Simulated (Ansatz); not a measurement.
I need a ladder of methods at one geometry of FH2Sn, SMILES [F][SnH2]. Use Ansatz 0.2.0, Python API. Settings (for the species named): MP2, def2-SVP basis, multiplicity 2. The script varies method: mp2, ccsd, ccsd_t.

```xyz
4

F    -1.6221   -0.2642    0.6552
Sn   -0.0382   -0.2246   -0.4053
H     1.2053   -1.0100    0.4885
H     0.5105    1.4384   -0.7587
```

`run_methods.py`:
```python
# -*- coding: utf-8 -*-
from dataclasses import dataclass

import ansatz as az


@dataclass
class RunConfig:
    basis: str = "def2-SVP"


settings = RunConfig()

geometry_ang = [
    ("F", (-1.6221, -0.2642, 0.6552)),
    ("Sn", (-0.0382, -0.2246, -0.4053)),
    ("H", (1.2053, -1.01, 0.4885)),
    ("H", (0.5105, 1.4384, -0.7587)),
]
fh2sn = az.Crystal.molecule()
for symbol, xyz in geometry_ang:
    fh2sn = fh2sn.atom(symbol, xyz)

model = fh2sn.calculation()
model = model.basis(gaussian=settings.basis)
model = model.spin("collinear", total=1)

methods = ["mp2", "ccsd", "ccsd_t"]
reports = [model.correlation(m).run().report for m in methods]
print(f"Hartree-Fock reference {reports[0]['reference_energy_ev'] / 27.211386246:.6f} Ha")
best = reports[-1]["free_energy_ev"] - reports[-1]["reference_energy_ev"]
for method, each in zip(methods, reports):
    gained = each["free_energy_ev"] - each["reference_energy_ev"]
    print(f"{method:8s} total {each['free_energy_ev'] / 27.211386246:.6f} Ha  correlation {gained:9.4f} eV  ({100 * gained / best:.1f} % of the last)")
```

`python run_methods.py` gives:
```text
Hartree-Fock reference -313.845131 Ha
mp2      total -314.132443 Ha  correlation   -7.8182 eV  (92.1 % of the last)
ccsd     total -314.151487 Ha  correlation   -8.3364 eV  (98.2 % of the last)
ccsd_t   total -314.157217 Ha  correlation   -8.4923 eV  (100.0 % of the last)
```

Notes:
- Total energies depend on the basis set; only differences at equal settings carry meaning.
- The geometry is a force-field or estimated start, not a minimum of this method, and the basis set is short of its limit. A lower total doesn't mark the better method: functionals have no common bound, and MP2 and coupled cluster aren't variational.
- def2 sets replace the cores of elements past krypton by effective core potentials.
- The run takes the species as open-shell (spin multiplicity 2), which needn't be its ground state.
- Inner cores stay frozen; a filled d shell under the valence of the heavier atoms is correlated with it.
- Finished in 7.2 s on 1 thread of Arm Neoverse V1 (shared host), peak memory 0.23 GiB.
